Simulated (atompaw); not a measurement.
# Tungsten: generating and testing a PAW (atompaw) potential

Aim: build the potential from the settings below, then test how well it stands in for the atom: scattering, ghost states and the plane-wave cutoff that it needs.

The numbers are computed with atompaw 4.2.0.5 (PBEsol, scalar-relativistic, spin-unpolarised reference atom).

## 1. Starting point

The settings as typed:

| Property | Result |
| --- | --- |
| element | tungsten (W, Z = 74) |
| type | PAW |
| frozen core | [Xe] 4f14 |
| valence charge | 6 |
| reference configuration | 5d4.5 6s1.5 6p0 |
| partial waves | 6s (bound): rc 2.85 bohr; 6s channel at 0.05 Ry: rc 2.85 bohr; 6p (bound, empty): rc 3.00 bohr; 6p channel at 1.6 Ry: rc 3.00 bohr; 5d (bound): rc 2.85 bohr; 5d channel at 0.45 Ry: rc 3.00 bohr |
| local potential | troulliermartins scheme with l = 3 at 0 Ry, radius 2.80 bohr |
| core correction | smooth core density matched at 1.95 bohr |
| augmentation charge | sinc compensation charge, radius 2.55 bohr; PAW radius 3.00 bohr; waves and projectors: custom polynom vanderbiltortho |

An earlier all-electron run gives the scale for the radii.

All-electron outer shells of the reference configuration (PBEsol, scalar-relativistic, ld1.x):

```json
{"shell": "5p", "level (eV)": "-42.28", "outermost node (bohr)": "0.57", "outermost maximum (bohr)": "1.09"}
{"shell": "4f", "level (eV)": "-32.20", "outermost node (bohr)": "–", "outermost maximum (bohr)": "0.43"}
{"shell": "6s", "level (eV)": "-5.45", "outermost node (bohr)": "1.28", "outermost maximum (bohr)": "2.67"}
{"shell": "5d", "level (eV)": "-3.89", "outermost node (bohr)": "0.63", "outermost maximum (bohr)": "1.50"}
{"shell": "6p", "level (eV)": "-1.21", "outermost node (bohr)": "1.54", "outermost maximum (bohr)": "3.79"}
```

## 2. Generation

W.input reads:

```
W 74
GGA-PBESOL scalarrelativistic loggrid 2001 logderivrange -2 5 176
6 6 5 4 0 0
6 0 1.5
6 1 0
5 2 4.5
0 0 0
c
c
c
c
c
v
c
c
c
c
v
c
c
v
c
2
3.00 2.55 2.80 1.95
y
0.05
n
y
1.6
n
y
0.45
n
custom polynom vanderbiltortho sinc
3 0 troulliermartins
2.85
2.85
3.00
3.00
2.85
3.00
PWSCFOUT
UPFDX 0.0125d0 UPFXMIN -7.d0 UPFZMESH 74.d0
END
```

Command:

```console
$ atompaw < W.input > W.log
```

Q: Predict the outcome of this session. Wanted: cutoffs for 10 and 1 mRy, occupied levels; bound ghosts; largest phase difference near zero energy, channels read; lowest eigenvalue of the overlap; share of valence orbitals outside the PAW sphere; UPF file.

As calculated:

| quantity | value |
| --- | --- |
| cutoffs for 10 and 1 mRy, occupied levels | 10 Ry and 21 Ry |
| bound ghosts | s at -9643.07 eV, p at -37.63 eV |
| largest phase difference near zero energy, channels read | 0.002 rad |
| lowest eigenvalue of the overlap (Bessel basis) | 0.002 (s) |
| share of valence orbitals outside the PAW sphere | 6s 52 %, 6p 85 %, 5d 17 % |
| UPF file | written |

What this shows: It has a bound ghost (s, p), a state that the atom doesn't have, and that rules the file out. The overlap operator is nearly singular (0.002). It counts as soft on the atom at that tolerance, with 10 Ry needed at the looser tolerance. The slowest occupied level is 5d: taken alone it needs 15 Ry to come within 1 mRy, against 8 Ry for 6s. Near zero energy the phases of the channels with partial waves agree within 0.002 rad.
